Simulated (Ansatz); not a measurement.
# LaAl3As2H6O14 with one H vacancy: molecular dynamics, part 2 of 2

The plan is to see whether any ions leave their sites. Runs: 70 steps of 0.5 fs under a Langevin thermostat and barostat at 1500 K and 1 GPa; 130 steps of 0.5 fs under a Langevin thermostat at 1950 K. Host space group R-3m.

Ansatz 0.2.0; DFT LDA, plane waves, PAW, scalar-relativistic, no spin polarisation.

## (7) More of the same log: dynamics from the last frame of the run before

Output, continued (excerpt; [...] marks lines left out):

```text
md step    38: t =    19.00 fs  T =  1906.6 K  F+E_penalty+E_count = -25022.57813427 eV  E_kin = 6.161034 eV  (9 SCF iters)
[...]
md step    61: t =    30.50 fs  T =  2197.4 K  F+E_penalty+E_count = -25021.94244443 eV  E_kin = 7.100895 eV  (10 SCF iters)
[...]
md step    84: t =    42.00 fs  T =  1964.3 K  F+E_penalty+E_count = -25020.19876812 eV  E_kin = 6.347776 eV  (10 SCF iters)
[...]
md step   107: t =    53.50 fs  T =  1900.2 K  F+E_penalty+E_count = -25020.69377658 eV  E_kin = 6.140633 eV  (10 SCF iters)
[...]
md step   129: t =    64.50 fs  T =  2165.9 K  F+E_penalty+E_count = -25021.34129034 eV  E_kin = 6.999145 eV  (9 SCF iters)
[...]
md step   130: t =    65.00 fs  T =  2034.3 K  F+E_penalty+E_count = -25021.12295175 eV  E_kin = 6.573850 eV  (12 SCF iters)
SCF converged after 12 iterations
Free energy (F): -25021.122952 eV
[...]
E sigma→0 (E₀):  -25021.076079 eV
Entropy (-TS):   -0.093745 eV (-3.750 meV/atom)
Fermi energy:    6.115393 eV
[...]
--- Forces (eV/Å), atoms counted from 1 ---
  atom   1  La    -0.23827151    -0.81967276     1.95926998
  atom   2  Al     0.84160513     2.50800690    -0.97749068
  atom   3  Al    -0.16508702    -1.79922937     0.32125893
  atom   4  Al    -0.14461932     0.12654994    -0.83475244
  atom   5  H     -2.97889399    -0.60347561    -0.03285457
  atom   6  H      0.34647359     1.19504530     1.28375969
  atom   7  H     -1.03889344     0.18234793     0.08573821
  atom   8  H     -0.59641570    -1.27422171    -2.82079396
[...]
--- MD trajectory: 130 steps, t = 0.0 → 65.0 fs ---
  final state: T = 2034.3 K   F+E_penalty+E_count = -25021.12295175 eV   E_kin = 6.573850 eV
```

Run time: 18 min. Hardware: 1 thread of Arm Neoverse V2, shared host; peak memory 0.66 GiB.

## (8) The trajectory

The trajectory, every 6 steps (energies from step 0); msd is the mean square displacement from the start, the centre of mass held:

```csv
time (fs),T (K),potential energy change (meV/atom),msd H (Å²),msd Al (Å²),msd O (Å²),msd As (Å²)
0.0,1872,0.0,0.000,0.000,0.000,0.000
3.0,1646,25.8,0.035,0.001,0.002,0.000
6.0,1829,22.6,0.090,0.006,0.009,0.001
9.0,2048,0.6,0.155,0.015,0.019,0.002
12.0,2115,15.2,0.263,0.029,0.031,0.005
15.0,1952,20.4,0.287,0.042,0.045,0.008
18.0,1898,55.2,0.298,0.056,0.060,0.013
21.0,2187,69.1,0.318,0.072,0.076,0.017
24.0,1944,77.5,0.292,0.089,0.092,0.023
27.0,1974,105.8,0.279,0.110,0.108,0.028
30.0,2295,74.5,0.322,0.129,0.121,0.034
33.0,1915,155.2,0.481,0.144,0.130,0.039
36.0,2249,145.7,0.526,0.155,0.135,0.046
39.0,1852,174.5,0.502,0.166,0.140,0.054
42.0,1964,157.9,0.442,0.172,0.143,0.062
45.0,2169,113.7,0.344,0.180,0.149,0.066
48.0,2041,117.2,0.290,0.181,0.152,0.069
51.0,2210,101.7,0.348,0.175,0.158,0.074
54.0,1954,139.0,0.456,0.167,0.163,0.078
57.0,2320,103.2,0.462,0.161,0.167,0.080
60.0,2335,118.6,0.469,0.148,0.168,0.081
63.0,2513,91.2,0.544,0.133,0.168,0.082
65.0,2034,120.9,0.611,0.125,0.170,0.083
```

time (fs), T (K) and a bar:
```
      0.0       1872 ########
      3.0       1646 
      5.5       1691 ##
      8.5       1902 #########
     11.5       2233 ####################
     14.0       1963 ###########
     17.0       2029 #############
     20.0       2101 ################
     22.5       2117 ################
     25.5       1865 #######
     28.5       2121 ################
     31.0       2074 ###############
     34.0       2056 ##############
     36.5       2137 #################
     39.5       1935 ##########
     42.5       1911 #########
     45.0       2169 ##################
     48.0       2041 ##############
     51.0       2210 ###################
     53.5       1900 #########
     56.5       2229 ####################
     59.5       2253 #####################
     62.0       2521 ##############################
     65.0       2034 #############
```

Bonds that form or break, judged by distance (formed within 1.15 times the sum of covalent radii and held on average over 12 fs, broken when stretched by half; pairs already stretched at the start don't count as bonds):

```csv
time (fs),bond,event
10.0,H6–O22,forms
17.0,H6–O13,breaks
42.0,H9–O12,forms
```

Pair distribution over the second half of the run:

```csv
r (Å),g O–O,g H–O,g Al–O
0.68,0.00,0.00,0.00
0.84,0.00,1.33,0.00
1.00,0.00,3.72,0.00
1.16,0.00,2.39,0.00
1.32,0.00,0.63,0.00
1.48,0.00,0.79,0.00
1.64,0.00,0.83,1.15
1.80,0.00,0.50,5.47
1.96,0.00,0.47,4.33
2.12,0.02,0.51,1.61
2.28,0.18,0.82,1.03
2.44,1.87,1.39,0.21
2.60,2.72,1.29,0.00
2.76,2.97,1.20,0.00
```

First peaks of g(r) (not always the tallest), and, where a minimum follows, the mean number of second-named atoms round a first-named one up to the next minimum:

```csv
pair,peak (Å),height,minimum (Å),neighbours
H–O,1.00,3.7,1.40,1.1
Al–O,1.88,5.7,-,-
```

## (9) Snapshots as a file

Extended XYZ, with forces in eV/Å:

```xyz
25
Lattice="3.541 2.044 5.544 -3.541 2.044 5.544 0.000 -4.089 5.544" Properties=species:S:1:pos:R:3:forces:R:3 pbc="T T T" time_fs=16.0 T=1892 dE=0.9072
La   -0.063   -0.046   -0.032   -0.325    0.409    0.826
Al    0.025   -2.010    2.868   -1.337   -0.550   -2.664
Al    1.661    1.057    2.766    0.101    0.728   -0.016
Al   -1.709    0.896    2.884    0.130    0.883   -1.099
H    -1.341    0.990    7.785   -2.197    0.384   -0.620
H     1.163    0.763    7.997    2.451    0.502   -1.743
H     0.899   -1.018    9.083    3.572   -0.155    0.384
H    -1.699   -0.656    9.598   -0.547   -1.792   -2.732
H    -0.233    1.556    9.408    0.847    1.570   -1.733
As    0.208   -0.055    5.448   -1.359   -1.134   -1.654
As   -0.048   -0.041   11.497    0.695    1.049    2.001
O    -0.133    0.125    9.880   -0.011   -1.127   -3.027
O     0.038    0.176    7.105   -0.644   -0.572   -0.841
O    -1.180    0.658    4.647    0.112    0.598    0.582
O     0.037   -1.631    4.537    0.342    1.666    4.056
O     1.649    0.544    4.777   -1.563    0.402   -0.358
O     1.349   -0.735   12.164   -0.927   -0.231   -1.206
O    -1.557   -0.455   12.099   -0.020   -2.004   -0.293
O    -0.227    1.583   11.884    1.887    1.335    2.239
O    -2.367    1.407    7.839    2.894   -1.822   -0.192
O    -0.083   -2.589    7.622   -0.065   -1.315    1.841
O     2.193    1.151    7.765   -1.817    0.396    2.056
O     2.082   -1.394    9.050   -3.073    1.141   -0.526
O    -2.246   -1.277    8.820    0.781    1.040    2.546
O    -0.052    2.469    8.695    0.073   -1.401    2.169
25
Lattice="3.541 2.044 5.544 -3.541 2.044 5.544 0.000 -4.089 5.544" Properties=species:S:1:pos:R:3:forces:R:3 pbc="T T T" time_fs=32.5 T=1852 dE=3.6368
La    0.053   -0.098   -0.056   -0.037    0.284    0.112
Al    0.162   -1.879    2.835   -0.576   -2.492    0.659
Al    1.580    1.203    2.670    0.167   -1.134    2.011
Al   -1.610    0.800    2.868   -1.232   -0.716   -0.779
H    -1.297    0.995    7.515   -1.805    0.465    2.247
H     1.407    0.655    7.314    1.106    0.748    1.887
H     1.765   -0.773    9.285   -5.239    5.895    2.083
H    -1.336   -1.512    8.612    2.493    2.178   -0.400
H    -0.117    1.592    8.911   -1.647   -9.723    3.137
As    0.306    0.054    5.500   -3.258   -1.284   -1.887
As   -0.086   -0.055   11.546    0.754    3.025   -3.126
O    -0.387    0.217    9.838    1.535   -1.694    2.271
O     0.034    0.090    7.151    0.335    1.231   -0.604
O    -1.070    0.655    4.597   -1.088    1.698    0.953
O    -0.098   -1.447    4.896    0.243   -3.542   -1.467
O     1.568    0.512    4.571    1.532    2.359    1.899
O     1.215   -0.772   12.301    0.318   -0.754   -2.184
O    -1.544   -0.572   12.094   -0.842   -1.555   -0.511
O    -0.093    1.600   12.039    1.186    0.107    0.919
O    -2.218    1.422    8.225    3.196   -1.718   -4.981
O    -0.063   -2.557    7.712   -1.348   -0.936    1.062
O     2.310    1.148    7.728   -1.431    0.205    0.093
O     2.246   -1.454    9.053    5.395   -4.030   -2.012
O    -2.253   -1.425    8.860   -2.399    0.451    0.864
O     0.016    2.393    8.678    2.643   10.931   -2.245
25
Lattice="3.541 2.044 5.544 -3.541 2.044 5.544 0.000 -4.089 5.544" Properties=species:S:1:pos:R:3:forces:R:3 pbc="T T T" time_fs=49.0 T=2290 dE=2.4525
La    0.098   -0.111   -0.087    0.491    0.208    0.593
Al    0.294   -1.962    2.865   -0.610   -0.632    1.241
Al    1.592    1.304    2.752    0.398   -2.439   -0.255
Al   -1.622    0.695    2.940    1.523    2.862   -0.006
H    -1.149    0.855    7.675    1.554   -0.440   -0.635
H     1.466    0.737    7.639    0.813    0.005   -0.208
H     1.451   -0.902    9.546    2.853   -0.680   -1.290
H    -1.345   -1.119    8.951    5.174    1.958    0.135
H     0.308    0.618    9.438   -3.064   -1.036    0.630
As    0.332    0.117    5.553   -2.349   -2.066   -5.321
As   -0.133   -0.030   11.579    0.408    0.925    0.891
O    -0.496   -0.081    9.892    4.828    3.079   -1.094
O     0.193    0.112    7.160    1.091    0.389    1.520
O    -1.081    0.855    4.827   -0.054   -0.323    0.375
O    -0.004   -1.524    4.965    0.923    0.656   -1.026
O     1.615    0.672    4.479   -0.428    0.147    3.340
O     1.208   -0.826   12.069    1.226   -1.602   -0.978
O    -1.603   -0.801   11.958    0.920    1.161    1.935
O     0.368    1.551   12.191   -1.769   -1.044   -1.458
O    -1.929    1.249    8.064   -2.913    1.064    0.051
O    -0.114   -2.615    7.975    0.897   -0.315   -0.204
O     2.415    1.201    7.760   -0.194   -1.353    0.484
O     2.387   -1.253    9.092   -3.081    0.889   -0.117
O    -2.156   -1.485    8.969   -6.420   -1.071   -0.341
O     0.255    2.478    8.596   -2.217   -0.343    1.737
25
Lattice="3.541 2.044 5.544 -3.541 2.044 5.544 0.000 -4.089 5.544" Properties=species:S:1:pos:R:3:forces:R:3 pbc="T T T" time_fs=65.0 T=2034 dE=3.0228
La    0.157   -0.083   -0.092   -0.238   -0.820    1.959
Al    0.277   -2.136    2.949    0.842    2.508   -0.978
Al    1.655    1.360    2.913   -0.165   -1.799    0.321
Al   -1.591    0.807    2.974   -0.145    0.127   -0.835
H    -0.661    1.376    7.840   -2.979   -0.604   -0.033
H     1.727    0.501    7.371    0.346    1.195    1.284
H     1.955   -0.646    9.803   -1.039    0.182    0.086
H    -1.429   -0.887    9.739   -0.596   -1.274   -2.821
H    -0.442    0.653    9.525   -0.517    2.861   -1.730
As    0.279    0.098    5.529   -1.218   -0.035   -1.944
As   -0.178    0.036   11.730    6.383   -2.600   -1.299
O    -0.196   -0.099   10.023   -0.710   -2.300    0.016
O     0.504    0.098    7.173    1.045   -0.398   -0.619
O    -1.066    1.077    5.115   -0.195   -1.188   -1.191
O     0.009   -1.489    4.766    1.171    1.214    0.766
O     1.582    0.919    4.689   -0.384   -1.787    1.036
O     1.317   -1.045   11.712   -1.668    1.240    1.480
O    -1.556   -0.731   12.167   -0.703    0.998    0.906
O     0.568    1.491   12.049   -1.662    0.495    1.222
O    -1.813    1.180    7.758    1.448    1.002    1.615
O    -0.053   -2.526    8.147    0.237   -0.894   -0.342
O     2.640    1.116    7.851   -1.673    0.552   -0.749
O     2.367   -1.167    9.077    0.640   -0.306   -1.079
O    -2.195   -1.420    8.992    2.020    1.256    2.554
O     0.165    2.553    8.702   -0.240    0.373    0.373
```

On run 2: Against a set 1950 K the second half averages 2144 K with a spread of 191 K (in equilibrium 25 atoms would scatter by about 318 K, over a far longer run). The bonding pattern changes, first at 10.0 fs: H6–O22 forms. The atom that moves most swings out by 1.35 Å (the median distance to the nearest neighbour, bonds to H left out, is 1.73 Å), and none ends a neighbour distance from its start; hydrogen changes partners, as the bond table shows.

## (10) Results

What follows sums up all 2 parts.

```
                                     quantity                                     value
                                run 1: length                        70 steps of 0.5 fs
      run 1: temperature, first and last step                           1440 and 1631 K
              run 1: temperature, second half          mean 1549 K, from 1267 to 1912 K
         run 1: potential energy, second half  +124 meV/atom from this run's first step
run 1: largest change of the conserved energy                             1.09 meV/atom
           run 1: volume, first and last step                     9.71 and 9.63 Å³/atom
 run 1: mean square displacement, second half   H 0.218, O 0.051, Al 0.014, As 0.012 Å²
                                run 2: length                       130 steps of 0.5 fs
      run 2: temperature, first and last step                           1872 and 2034 K
              run 2: temperature, second half          mean 2144 K, from 1780 to 2535 K
         run 2: potential energy, second half  +125 meV/atom from this run's first step
 run 2: mean square displacement, second half   H 0.446, Al 0.162, O 0.153, As 0.068 Å²
```

What this shows: Mean temperatures of the second halves: 1549 K, 2144 K. Bonds changed in run 1, run 2. In the last run: the atom that moves most swings out by 1.35 Å (the median distance to the nearest neighbour, bonds to H left out, is 1.73 Å), and none ends a neighbour distance from its start; hydrogen changes partners, as the bond table shows. Averages from a run of 65 fs with 25 atoms are rough. The nuclei move classically, without zero-point motion, which matters most for hydrogen. The cell holds an odd number of electrons and spin is off, so an unpaired electron is smeared over both spins.
